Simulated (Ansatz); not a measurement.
# CH₂ClFOSi: basis-set convergence

How large a basis does CH₂ClFOSi need? Two functionals are run in growing sets.

Method: one geometry, several basis sets; program: Ansatz 0.2.0, Gaussian basis.

Plan: PBE0-D4/def2-SVP; ωB97M-V/def2-SVP; PBE0-D4/def2-QZVPP; ωB97M-V/def2-QZVPP; the functionals' def2-TZVPP values are taken from earlier runs.

## 1. The geometry

An earlier PBE0-D4 in a triple-zeta def2 set relaxation fixed the geometry.

SMILES `F[Si@H]1O[C@@H]1Cl`, 7 atoms, charge 0, spin multiplicity 1.

Atoms are counted from 1 here; the program's logs count them from 0.

Bond lengths: F1–Si2 1.580 Å, Si2–O3 1.645 Å, Si2–C4 1.797 Å, Si2–H6 1.467 Å, O3–C4 1.464 Å, C4–Cl5 1.757 Å, C4–H7 1.085 Å. Angles: F1–Si2–O3 117.3°, F1–Si2–C4 123.1°, F1–Si2–H6 108.7°, O3–Si2–C4 50.1°, O3–Si2–H6 119.3°, C4–Si2–H6 125.6°, Si2–O3–C4 70.3°, Si2–C4–O3 59.5°, Si2–C4–Cl5 122.8°, Si2–C4–H7 125.7°, O3–C4–Cl5 113.9°, O3–C4–H7 112.4°, Cl5–C4–H7 109.5°.

## 2. PBE0-D4 in def2-SVP

File in.yaml:

```yaml
crystal:
  periodic: [false, false, false]
  atoms:
    - {symbol: F, position_ang: [-1.129632, -1.513330, 1.223860]}
    - {symbol: Si, position_ang: [-0.207916, -0.292294, 0.827587]}
    - {symbol: O, position_ang: [1.051985, -0.596743, -0.185614]}
    - {symbol: C, position_ang: [0.055366, 0.226651, -0.872879]}
    - {symbol: Cl, position_ang: [0.629841, 1.830434, -1.301128]}
    - {symbol: H, position_ang: [0.010492, 0.538591, 2.016446]}
    - {symbol: H, position_ang: [-0.348935, -0.261409, -1.754073]}
basis:
  gaussian: {orbitals: def2-SVP}
hamiltonian: {xc: pbe0, dispersion: d4}
output: {orbitals: {seedname: orbitals}}
```

On the command line:

```
ansatz run in.yaml --threads 2 --pin off --events-out ev --progress --plain --max-ram 4352MiB
```

Standard output:

```text
Functional definition: PBE0
  name "PBE0"
  cite "Adamo & Barone, J. Chem. Phys. 110, 6158 (1999) doi:10.1063/1.478522"
  cite "Perdew, Burke & Ernzerhof, Phys. Rev. Lett. 77, 3865 (1996) doi:10.1103/PhysRevLett.77.3865"
  parent pbe
  parameter a = 0.25
  parameter kappa = 0.804
  parameter beta = 0.06672455060314922
  exchange = (1 - a)*pbe_x(kappa = kappa, mu = beta*pi^2/3) + a*exact_x
  correlation = pbe_c(beta = beta)
830 factors; integrals over basis functions are off by at most 9.8e-4 eV
mean field evaluation 1: about -26205.7039 eV, gradient 4.8e1 eV
mean field evaluation 2: about -26196.4008 eV, gradient 8.4e1 eV
mean field evaluation 4: about -26209.9514 eV, gradient 4.6e0 eV
mean field evaluation 8: about -26210.0940 eV, gradient 3.4e-1 eV
mean field evaluation 16: about -26210.0943 eV, gradient 4.6e-5 eV
mean field -26210.09428692 eV, -963.2031992042 hartree, gradient 4.6e-5 eV, S^2 0.000000; 0 other end points of the search recorded, 0 dependent functions left out
reference -26210.09430846 eV, -963.2031999960 hartree; 28, 28 occupied and 60, 60 virtual orbitals, 830 factors
Total energy: -26210.23340129 eV, -963.2083115631 hartree
```

It took 1.6 s on 2 threads of Arm Neoverse V1, shared host.

## 3. ωB97M-V in def2-SVP

Changes to in.yaml since step 2:

```diff
@@ -12,3 +12,3 @@
   gaussian: {orbitals: def2-SVP}
-hamiltonian: {xc: pbe0, dispersion: d4}
+hamiltonian: {xc: {name: wB97M-V}}
 output: {orbitals: {seedname: orbitals}}
```

Launched as before.

Standard output (excerpt; [...] marks lines left out):

```text
Functional definition: wB97M-V
  name "wB97M-V"
  cite "Mardirossian & Head-Gordon, J. Chem. Phys. 144, 214110 (2016) doi:10.1063/1.4952647"
  cite "Becke, J. Chem. Phys. 107, 8554 (1997) doi:10.1063/1.475007"
  cite "Vydrov & Van Voorhis, J. Chem. Phys. 133, 244103 (2010) doi:10.1063/1.3521275"
  # Of w^i u^j: cxij and so on, Table III.
[...]
  gx(w, u) = 1 - cx + cx01*u + cx10*w
  gss(w, u) = css00 + css04*u^4 + css10*w + css20*w^2 + css43*w^4*u^3
  gos(w, u) = cos00 + cos10*w + (cos20 + cos21*u)*w^2 + (cos60 + cos61*u)*w^6
[...]
      + integral(e_c_pw_mod_opposite_spin*gos(b97_w_opposite, b97_u_opposite)) + vv10(b, c)
830 factors; integrals over basis functions are off by at most 9.8e-4 eV
218 factors; integrals over basis functions are off by at most 6.4e-6 eV
[...]
mean field -26220.80172985 eV, -963.5966904744 hartree, gradient 6.4e-5 eV, S^2 0.000000; 0 other end points of the search recorded, 0 dependent functions left out
reference -26220.80176242 eV, -963.5966916713 hartree; 28, 28 occupied and 60, 60 virtual orbitals, 830 factors
Total energy: -26220.80176242 eV, -963.5966916713 hartree
```

Wall time 6.5 s (2 threads of Arm Neoverse V1, shared host).

## 4. PBE0-D4 in def2-QZVPP

Changes to in.yaml since step 3:

```diff
@@ -11,4 +11,4 @@
 basis:
-  gaussian: {orbitals: def2-SVP}
-hamiltonian: {xc: {name: wB97M-V}}
+  gaussian: {orbitals: "def2-QZVPP.json"}
+hamiltonian: {xc: pbe0, dispersion: d4}
 output: {orbitals: {seedname: orbitals}}
```

The command is unchanged.

Standard output:

```text
Functional definition: PBE0
  name "PBE0"
  cite "Adamo & Barone, J. Chem. Phys. 110, 6158 (1999) doi:10.1063/1.478522"
  cite "Perdew, Burke & Ernzerhof, Phys. Rev. Lett. 77, 3865 (1996) doi:10.1103/PhysRevLett.77.3865"
  parent pbe
  parameter a = 0.25
  parameter kappa = 0.804
  parameter beta = 0.06672455060314922
  exchange = (1 - a)*pbe_x(kappa = kappa, mu = beta*pi^2/3) + a*exact_x
  correlation = pbe_c(beta = beta)
1403 factors; their error is unknown
mean field evaluation 1: about -26219.4881 eV, gradient 5.9e1 eV
mean field evaluation 2: about -26203.2714 eV, gradient 1.1e2 eV
mean field evaluation 4: about -26225.5914 eV, gradient 7.9e0 eV
mean field evaluation 8: about -26225.6847 eV, gradient 1.7e-1 eV
mean field evaluation 16: about -26225.7060 eV, gradient 1.7e-4 eV
mean field -26225.70601495 eV, -963.7769196273 hartree, gradient 3.9e-5 eV, S^2 0.000000; 0 other end points of the search recorded, 0 dependent functions left out
reference -26225.70604753 eV, -963.7769208248 hartree; 28, 28 occupied and 343, 343 virtual orbitals, 1403 factors
Total energy: -26225.84514036 eV, -963.7820323919 hartree
```

It took 11 s on 2 threads of Arm Neoverse V1, shared host; peak memory 1.1 GiB.

## 5. ωB97M-V in def2-QZVPP

Changes to in.yaml since step 4:

```diff
@@ -12,3 +12,3 @@
   gaussian: {orbitals: "def2-QZVPP.json"}
-hamiltonian: {xc: pbe0, dispersion: d4}
+hamiltonian: {xc: {name: wB97M-V}}
 output: {orbitals: {seedname: orbitals}}
```

Launched as before.

Standard output (excerpt; [...] marks lines left out):

```text
Functional definition: wB97M-V
  name "wB97M-V"
  cite "Mardirossian & Head-Gordon, J. Chem. Phys. 144, 214110 (2016) doi:10.1063/1.4952647"
  cite "Becke, J. Chem. Phys. 107, 8554 (1997) doi:10.1063/1.475007"
  cite "Vydrov & Van Voorhis, J. Chem. Phys. 133, 244103 (2010) doi:10.1063/1.3521275"
  # Of w^i u^j: cxij and so on, Table III.
[...]
  gx(w, u) = 1 - cx + cx01*u + cx10*w
  gss(w, u) = css00 + css04*u^4 + css10*w + css20*w^2 + css43*w^4*u^3
  gos(w, u) = cos00 + cos10*w + (cos20 + cos21*u)*w^2 + (cos60 + cos61*u)*w^6
[...]
      + integral(e_c_pw_mod_opposite_spin*gos(b97_w_opposite, b97_u_opposite)) + vv10(b, c)
1367 factors; their error is unknown
263 factors; integrals over basis functions are off by at most 3.8e-5 eV
[...]
mean field -26236.45088502 eV, -964.1717863195 hartree, gradient 8.0e-5 eV, S^2 0.000000; 0 other end points of the search recorded, 0 dependent functions left out
reference -26236.45093725 eV, -964.1717882389 hartree; 28, 28 occupied and 343, 343 virtual orbitals, 1367 factors
Total energy: -26236.45093725 eV, -964.1717882389 hartree
```

Wall time 24 s (2 threads of Arm Neoverse V1, shared host); peak memory 1.2 GiB.

## 6. Functionals by basis

The def2-TZVPP values come from earlier runs at the same geometry.

```
functional       basis  functions  energy (eV)  from the largest (eV)  HOMO (eV)  LUMO (eV)
   PBE0-D4    def2-SVP         88  -26210.2334                 15.612      -7.68      -0.08
   PBE0-D4  def2-TZVPP        205  -26224.8672                  0.978      -7.80      -0.45
   PBE0-D4  def2-QZVPP        371  -26225.8451                  0.000      -7.84      -0.60
   ωB97M-V    def2-SVP         88  -26220.8018                 15.649      -9.85       1.89
   ωB97M-V  def2-TZVPP        205  -26235.5308                  0.920     -10.02       1.32
   ωB97M-V  def2-QZVPP        371  -26236.4509                  0.000     -10.07       1.00
```

## 7. What came out

| quantity | value |
| --- | --- |
| PBE0-D4: double and triple zeta above quadruple | 15.61, 0.98 eV |
| ωB97M-V: double and triple zeta above quadruple | 15.65, 0.92 eV |

**Reading.** For PBE0-D4 the step from double to triple zeta gains 14.63 eV and the next only 0.98 eV. These are total energies; as a rule much of such shifts cancels in differences, which this series doesn't test. The LUMO of ωB97M-V is positive and keeps falling with the basis (1.89 to 1.00 eV): an unbound level that the basis holds in place.

For PBE0-D4 the largest set took about 7 times as long as the smallest (11 s against 1.6 s).
